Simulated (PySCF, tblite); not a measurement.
# C5H10N2Si: geometry, infrared bands and NMR shifts

Wanted: the infrared bands and NMR shifts of C5H10N2Si (`Cc1cnn([SiH3])c1C`), by calculation.

Computed with tblite 0.8.0 and PySCF 2.14.0, with density-fitted response routines of our own, on a single molecule in the gas phase. Atoms are numbered from 0 throughout.

## 1. Starting geometry

18 atoms, charge 0, multiplicity 1; geometry from: force field or distance geometry start.

Bonds of the start (Å): C0–C1 1.47, C1–C2 1.41, C2–N3 1.33, N3–N4 1.36, N4–Si5 1.78, N4–C6 1.38, C6–C7 1.49, C6–C1 1.39, C0–H8 1.09, C0–H9 1.11, C0–H10 1.09, C2–H11 1.09, Si5–H12 1.49, Si5–H13 1.50, Si5–H14 1.48, C7–H15 1.09, C7–H16 1.09, C7–H17 1.11.

## 2. Optimising the geometry with GFN2-xTB

What the job is given:

```
{"job": {"kind": "relax", "xc": "GFN2-xTB", "basis": "xTB"}, "charge": 0, "multiplicity": 1}
C     -2.554300    -0.023900     0.428700
C     -1.192400     0.490200     0.200800
C     -0.764000     1.829900     0.178000
N      0.533600     1.972400    -0.050900
N      0.979600     0.691800    -0.142200
Si     2.700800     0.361100    -0.451400
C     -0.025200    -0.240700    -0.007400
C      0.175600    -1.714600    -0.069500
H     -2.890700    -0.614200    -0.429200
H     -3.275600     0.800600     0.574100
H     -2.603500    -0.656900     1.319500
H     -1.378000     2.722600     0.300200
H      3.519300     1.604600    -0.547200
H      3.266500    -0.478300     0.649100
H      2.860600    -0.412300    -1.706800
H      0.558800    -2.014800    -1.039500
H      0.859200    -2.057000     0.709100
H     -0.779000    -2.254100     0.072800
```

Command:

```
$ OMP_NUM_THREADS=1 python probes_run.py task.json out
```

This one command runs all jobs of the session in turn.

Log:

```text
step      E/eV     max force
  0    -636.76570    1.773
  1    -636.84896    0.601
  2    -636.87150    0.373
  3    -636.88784    0.286
  4    -636.89581    0.290
  5    -636.90929    0.255
  6    -636.91857    0.217
  7    -636.92513    0.185
  8    -636.92858    0.167
  9    -636.93164    0.168
 10    -636.93466    0.134
 11    -636.93718    0.106
 12    -636.93875    0.108
 13    -636.93973    0.111
 14    -636.94052    0.078
 15    -636.94118    0.052
 16    -636.94164    0.045
 17    -636.94197    0.048
 18    -636.94228    0.047
 19    -636.94256    0.041
 20    -636.94279    0.033
 21    -636.94298    0.034
 22    -636.94317    0.035
 23    -636.94337    0.034
 24    -636.94357    0.029
 25    -636.94374    0.030
 26    -636.94389    0.027
 27    -636.94401    0.028
 28    -636.94411    0.021
 29    -636.94418    0.018
 30    -636.94425    0.018
 31    -636.94434    0.024
 32    -636.94443    0.023
 33    -636.94450    0.019
 34    -636.94456    0.016
 35    -636.94461    0.021
 36    -636.94467    0.026
 37    -636.94473    0.020
 38    -636.94476    0.011
 39    -636.94478    0.009
```

It took 0.31 s on 1 thread of Intel Xeon 6975P-C, shared host; peak memory 0.18 GiB.

Relaxation path: (not every step is listed)

```tsv
step	energy from step 0 (eV)	largest force (eV/Å)
0	0.0000	1.7734
1	-0.0833	0.6015
2	-0.1058	0.3732
3	-0.1221	0.2864
4	-0.1301	0.2898
5	-0.1436	0.2549
6	-0.1529	0.2170
7	-0.1594	0.1854
8	-0.1629	0.1673
10	-0.1690	0.1343
12	-0.1730	0.1079
14	-0.1748	0.0785
16	-0.1759	0.0446
18	-0.1766	0.0473
20	-0.1771	0.0328
22	-0.1775	0.0355
24	-0.1779	0.0285
26	-0.1782	0.0269
28	-0.1784	0.0215
30	-0.1785	0.0180
32	-0.1787	0.0230
34	-0.1789	0.0158
35	-0.1789	0.0209
36	-0.1790	0.0260
37	-0.1790	0.0198
38	-0.1791	0.0111
39	-0.1791	0.0094
```

Distances of close pairs at the start and the end, largest changes first:

```tsv
bond	before (Å)	after (Å)	change (Å)
Si5–H12	1.492	1.451	-0.041
Si5–H13	1.495	1.466	-0.029
N4–Si5	1.780	1.752	-0.028
C7–H17	1.106	1.087	-0.019
C0–H9	1.105	1.087	-0.018
C2–H11	1.090	1.073	-0.017
Si5–H14	1.483	1.466	-0.017
C0–C1	1.473	1.490	+0.017
```

The final coordinates are the input of the step that follows.

## 3. Vibrational analysis with GFN2-xTB

What the job is given:

```
{"job": {"kind": "ir", "xc": "GFN2-xTB", "basis": "xTB"}, "charge": 0, "multiplicity": 1}
C     -2.559424    -0.004496     0.429614
C     -1.167880     0.480608     0.207501
C     -0.722678     1.818301     0.165413
N      0.568413     1.887243    -0.050180
N      1.007531     0.616118    -0.154870
Si     2.713354     0.349323    -0.449693
C     -0.024574    -0.259093    -0.002508
C      0.180863    -1.727844    -0.072101
H     -2.905144    -0.589876    -0.422769
H     -3.230109     0.840553     0.563869
H     -2.612119    -0.633740     1.318440
H     -1.303754     2.712583     0.284312
H      3.278311     1.684685    -0.508181
H      3.230568    -0.463073     0.655859
H      2.832679    -0.398192    -1.705274
H      0.589880    -2.011933    -1.041419
H      0.881248    -2.053932     0.696604
H     -0.765924    -2.240917     0.073727
```

Log:

```text
mode    cm-1     km/mol
  1      18.3      0.09
  2      61.6      0.03
  3      81.5      2.04
  4     103.4      0.42
  5     161.2      3.36
  6     236.4      0.22
  7     242.2      0.65
  8     291.8      0.09
  9     387.7      3.92
 10     465.3     23.28
 11     575.2     58.30
 12     579.5     52.72
 13     611.3     23.66
 14     627.4      1.49
 15     678.2      1.57
 16     744.2    177.95
 17     750.5     43.80
 18     769.6    276.51
 19     801.8    327.89
 20     844.2      1.26
 21     949.6      7.11
 22     999.3     11.70
 23    1032.8      7.47
 24    1041.3      2.46
 25    1058.5      4.52
 26    1122.1      6.44
 27    1195.9      1.08
 28    1241.4    157.36
 29    1334.5    153.57
 30    1395.9      3.98
 31    1404.7      1.30
 32    1429.2      0.20
 33    1471.9      8.55
 34    1473.8      2.94
 35    1485.6     58.46
 36    1487.8      1.29
 37    1495.5     17.55
 38    1616.1      4.84
 39    2233.7    382.95
 40    2246.9    167.49
 41    2379.1    216.87
 42    2991.4     33.04
 43    2994.2     30.08
 44    3003.3     33.30
 45    3008.3     25.97
 46    3044.1     26.44
 47    3050.9     15.15
 48    3155.4     36.54
```

It took 0.74 s on 1 thread of Intel Xeon 6975P-C, shared host; peak memory 0.18 GiB.

Which atoms move in the most intense modes:

```tsv
cm⁻¹	km/mol	atoms
744	177.9	H12 59 %, H13 18 %, H14 18 %
770	276.5	H14 35 %, H13 35 %, H12 20 %
802	327.9	H13 42 %, H14 42 %
1241	157.4	N4 46 %, N3 28 %
1334	153.6	N4 33 %, C6 29 %, C2 14 %
2234	382.9	H13 51 %, H14 45 %
2247	167.5	H14 52 %, H13 46 %
2379	216.9	H12 97 %
```

## 4. Nuclear shieldings: PBE0/pcSseg-1

Settings changed since step 3:

```diff
@@ -1,2 +1,2 @@
-{"job": {"kind": "ir", "xc": "GFN2-xTB", "basis": "xTB"}, "charge": 0, "multiplicity": 1}
+{"job": {"kind": "nmr", "xc": "PBE0", "basis": "pcSseg-1"}, "charge": 0, "multiplicity": 1}
 C     -2.559424    -0.004496     0.429614
```

Method: GIAO PBE0/pcSseg-1 NMR shielding, non-relativistic, gas phase.

Log:

```text
coarse grid: 15384 points
cycle   1  E = -594.9257624937  dE =  1.227e+00  |g| = 4.014e-01  |ddm| = 4.051e+00
cycle   2  E = -594.9136461967  dE =  1.212e-02  |g| = 4.734e-01  |ddm| = 9.890e-01
cycle   3  E = -594.9660000775  dE = -5.235e-02  |g| = 1.234e-01  |ddm| = 5.290e-01
cycle   4  E = -594.9691396778  dE = -3.140e-03  |g| = 4.061e-02  |ddm| = 1.375e-01
cycle   5  E = -594.9695111061  dE = -3.714e-04  |g| = 7.365e-03  |ddm| = 4.466e-02
cycle   6  E = -594.9695188177  dE = -7.712e-06  |g| = 4.173e-03  |ddm| = 9.461e-03
cycle   7  E = -594.9695225274  dE = -3.710e-06  |g| = 9.941e-04  |ddm| = 4.211e-03
final grid: 143672 points
cycle   8  E = -595.0124968205  dE = -3.872e-05  |g| = 7.411e-03  |ddm| = 3.907e-02
cycle   9  E = -595.0124933230  dE =  3.498e-06  |g| = 8.327e-03  |ddm| = 1.690e-02
cycle  10  E = -595.0125105984  dE = -1.728e-05  |g| = 1.588e-03  |ddm| = 9.895e-03
cycle  11  E = -595.0125111601  dE = -5.617e-07  |g| = 2.300e-04  |ddm| = 1.819e-03
cycle  12  E = -595.0125111688  dE = -8.770e-09  |g| = 1.214e-04  |ddm| = 2.763e-04
cycle  13  E = -595.0125111718  dE = -2.990e-09  |g| = 2.578e-05  |ddm| = 1.022e-04
cycle  14  E = -595.0125111719  dE = -1.087e-10  |g| = 1.488e-05  |ddm| = 3.584e-05
converged SCF energy = -595.0125111719

GIAO shielding tensors (ppm)
atom      isotropic    diamagn.    paramagn.     s11        s22        s33       span
  0 C      176.044     244.477     -68.433    166.139    173.001    188.993     22.853
  1 C       66.077     269.604    -203.527     -3.726     54.645    147.312    151.038
  2 C       38.680     249.812    -211.131    -51.359     49.559    117.841    169.200
  3 N      -91.271     322.354    -413.625   -323.573    -97.627    147.387    470.960
  4 N       46.126     334.913    -288.787    -59.006     62.850    134.534    193.540
  5 Si     400.552     881.853    -481.302    358.111    394.977    448.566     90.455
  6 C       40.886     257.197    -216.311    -38.314     30.684    130.287    168.601
  7 C      175.527     249.237     -73.710    164.027    174.619    187.935     23.908
  8 H       29.494      29.038       0.456     24.473     28.088     35.921     11.448
  9 H       29.519      28.374       1.144     24.254     28.486     35.815     11.561
 10 H       29.494      29.042       0.452     24.471     28.095     35.916     11.445
 11 H       24.254      32.126      -7.872     21.992     24.146     26.624      4.632
 12 H       26.329      29.647      -3.318     22.051     25.834     31.102      9.051
 13 H       26.608      30.197      -3.588     22.968     25.504     31.353      8.386
 14 H       26.611      30.194      -3.583     22.977     25.487     31.368      8.391
 15 H       29.338      30.672      -1.334     24.428     28.002     35.584     11.156
 16 H       29.334      30.670      -1.336     24.426     27.993     35.584     11.158
 17 H       29.127      30.903      -1.776     23.361     29.368     34.653     11.291
```

Wall time 30 s (1 thread of Intel Xeon 6975P-C, shared host); peak memory 0.86 GiB.

Shifts follow as δ = σ(reference) − σ, with reference shieldings (ppm) from runs at the same level and on the same kind of geometry: 1H TMS 31.72, 13C TMS 186.9, 29Si TMS 349.2, 15N NH3 267.7. The references are single molecules in the gas phase, so shifts against H2O, NH3, PH3, H3PO4 or CFCl3 are not on the usual liquid scales and can be off by tens of ppm. Atoms listed in one row are averaged.

```tsv
atoms	environment	σ (ppm)	δ (ppm)	δ scaled to CDCl3
C2	aromatic CH next to a ring nitrogen	38.7	148.2	142.8
C6	substituted aromatic carbon next to a ring nitrogen	40.9	146.0	140.6
C1	substituted aromatic carbon	66.1	120.8	116.0
C7	methyl carbon on an aromatic ring	175.5	11.4	9.2
C0	methyl carbon on an aromatic ring	176.0	10.9	8.7
H11	hydrogen on an aromatic CH next to a ring nitrogen	24.25	7.46	7.14
H12, H13, H14	hydrogen on a silicon bonded to N	26.52	5.20	–
H15, H16, H17	hydrogen on a methyl carbon on an aromatic ring	29.27	2.45	2.42
H8, H9, H10	hydrogen on a methyl carbon on an aromatic ring	29.50	2.21	2.19
N3	pyridine-type nitrogen of an azole	-91.3	359.0	–
N4	pyrrole-type ring nitrogen	46.1	221.6	–
Si5	silicon bonded to N, 3 H	400.6	-51.4	–
```

The scaled column applies a straight-line fit of computed shieldings to shifts measured in CDCl3 (root-mean-square error 0.16 ppm for H, 1.9 ppm for C).

The run also stored atomic charges by several schemes (e):

```tsv
atoms	Mulliken	IAO	Hirshfeld	ESP fit
C0	-0.10	-0.43	-0.12	-0.60
C1	-0.65	-0.09	-0.04	0.04
C2	0.21	-0.08	-0.04	0.00
N3	-0.22	-0.26	-0.16	-0.50
N4	-0.63	-0.26	-0.07	0.06
Si5	0.64	0.76	0.38	0.52
C6	0.27	0.06	0.03	0.15
C7	-0.14	-0.44	-0.11	-0.51
```

Mayer bond orders: C0–C1 1.06, C1–C2 1.34, C2–N3 1.58, N3–N4 1.18, N4–Si5 0.81, N4–C6 0.97, C6–C7 1.13, C6–C1 1.40.

Ring of atoms C1, C2, N3, N4, C6: NICS(0) -12.1, NICS(1) -11.6, NICS(1)zz -28.9 ppm (means of both faces).

Orbitals, density, ELF and potential are computed afterwards from the orbital file.

Frontier orbitals at PBE0/pcSseg-1, with the share of their density that lies nearest to each atom:

```tsv
orbital	energy (eV)	lies on
HOMO	-6.53	C1, C6 about 28 % each; N3 24 %
LUMO	0.40	H12, H13, H14 about 19 % each; Si5 19 %; N4 7 %
```

ELF in a plane through or near 12 of the atoms.

Values, 10 rows by 14 columns:
```
0.00 0.00 0.00 0.00 0.00 0.00 0.00 0.00 0.00 0.00 0.00 0.00 0.00 0.00
0.00 0.00 0.00 0.00 0.00 0.00 0.00 0.00 0.00 0.00 0.00 0.00 0.00 0.00
0.00 0.00 0.00 0.00 0.00 0.04 0.11 0.60 0.97 0.04 0.00 0.00 0.00 0.00
0.00 0.00 0.00 0.02 0.01 0.24 0.42 0.67 0.98 0.01 0.04 0.02 0.00 0.00
0.00 0.00 0.07 0.35 0.22 0.02 0.68 0.85 0.08 0.29 0.65 0.15 0.01 0.00
0.00 0.01 0.13 0.24 0.73 0.87 0.75 0.57 0.47 0.93 0.54 0.93 0.18 0.00
0.00 0.04 0.93 0.99 0.46 0.36 0.82 0.49 0.88 0.16 0.83 1.00 0.28 0.00
0.00 0.01 0.97 1.00 0.13 0.84 0.92 0.41 0.99 0.97 0.01 0.00 0.00 0.00
0.00 0.00 0.00 0.01 0.00 0.08 0.18 0.01 0.81 0.85 0.00 0.00 0.00 0.00
0.00 0.00 0.00 0.00 0.00 0.00 0.00 0.00 0.00 0.00 0.00 0.00 0.00 0.00
```
The map spans 11.8 Å across and 10.6 Å up, centred on the molecule. Atoms in the plane (x, y in Å): C0 (2.6, 0.1), C1 (1.2, -0.5), C2 (0.8, -1.8), N3 (-0.5, -1.9), N4 (-1.0, -0.6), Si5 (-2.7, -0.4), C6 (0.0, 0.3), C7 (-0.2, 1.7), H9 (3.3, -0.8), H11 (1.4, -2.7), H12 (-3.3, -1.8), H17 (0.7, 2.3).

log10 of the density (e/Å³) in the same plane.

Values, 10 rows by 14 columns:
```
-4.0 -4.0 -4.0 -4.0 -4.0 -4.0 -4.0 -4.0 -4.0 -4.0 -4.0 -4.0 -4.0 -4.0
-4.0 -4.0 -4.0 -4.0 -4.0 -3.4 -3.0 -2.9 -3.1 -3.9 -4.0 -4.0 -4.0 -4.0
-4.0 -4.0 -4.0 -3.9 -3.0 -2.0 -1.3 -1.1 -1.3 -2.5 -3.6 -4.0 -4.0 -4.0
-4.0 -3.7 -2.8 -2.3 -2.1 -1.0  0.2  0.3 -0.4 -1.8 -1.9 -2.4 -3.4 -4.0
-4.0 -2.9 -1.8 -0.9 -1.0 -1.3 -0.1  0.1 -0.9 -0.7 -0.2 -1.2 -2.5 -4.0
-3.9 -2.6 -1.3  0.2  0.9  0.2  0.5  0.2  1.0  0.2  0.3 -0.5 -2.0 -3.6
-3.7 -2.5 -1.0  0.0 -0.5 -0.2  0.4  0.0  0.3 -0.7 -0.7 -0.9 -2.2 -3.8
-4.0 -2.8 -1.6 -0.9 -1.4 -0.8  0.2 -0.2  0.2 -0.6 -2.2 -2.9 -3.7 -4.0
-4.0 -4.0 -3.2 -2.9 -3.0 -2.3 -1.9 -2.1 -1.5 -1.8 -3.0 -4.0 -4.0 -4.0
-4.0 -4.0 -4.0 -4.0 -4.0 -4.0 -4.0 -3.8 -3.5 -3.7 -4.0 -4.0 -4.0 -4.0
```
The map spans 11.8 Å across and 10.6 Å up, centred on the molecule. Atoms in the plane (x, y in Å): C0 (2.6, 0.1), C1 (1.2, -0.5), C2 (0.8, -1.8), N3 (-0.5, -1.9), N4 (-1.0, -0.6), Si5 (-2.7, -0.4), C6 (0.0, 0.3), C7 (-0.2, 1.7), H9 (3.3, -0.8), H11 (1.4, -2.7), H12 (-3.3, -1.8), H17 (0.7, 2.3).

On the surface of density 0.002 e/bohr³ the electrostatic potential runs, from the 1st to the 99th percentile, from -1.85 V near N3 to 1.29 V near H12.

## 5. Summary of results

| quantity | value |
| --- | --- |
| strongest single infrared mode (GFN2-xTB) | 2234 cm⁻¹, 383 km/mol |
| zero-point energy (GFN2-xTB) | 86.3 kcal/mol |
| 13C shifts against TMS (PBE0/pcSseg-1) | 148.2, 146.0, 120.8, 11.4, 10.9 ppm |
| 1H shifts against TMS (PBE0/pcSseg-1, means over atoms taken as alike) | 7.46, 5.20, 2.45, 2.21 ppm |
| 15N shifts against NH3 (PBE0/pcSseg-1) | 359.0, 221.6 ppm |
| 29Si shifts against TMS (PBE0/pcSseg-1) | -51.4 ppm |
| surface potential, 1st and 99th percentile | -1.85 V and 1.29 V |

What this shows: Over 39 steps the energy fell by 0.179 eV; of the close pairs, Si5–H12 changed most, 1.492 to 1.451 Å. No mode is imaginary among the 48: a minimum at this level. The strongest single mode, at 2234 cm⁻¹, moves mainly H13 and H14. GFN2-xTB is a fitted tight-binding method: band positions and strengths are rough. Its intensities can rank the bands wrongly. At PBE0/pcSseg-1: The widest tensor belongs to N3: span 471 ppm, with a paramagnetic part of -414 ppm. NICS(1)zz of -29 ppm above the planar ring from C1 marks a diatropic (aromatic) ring current.
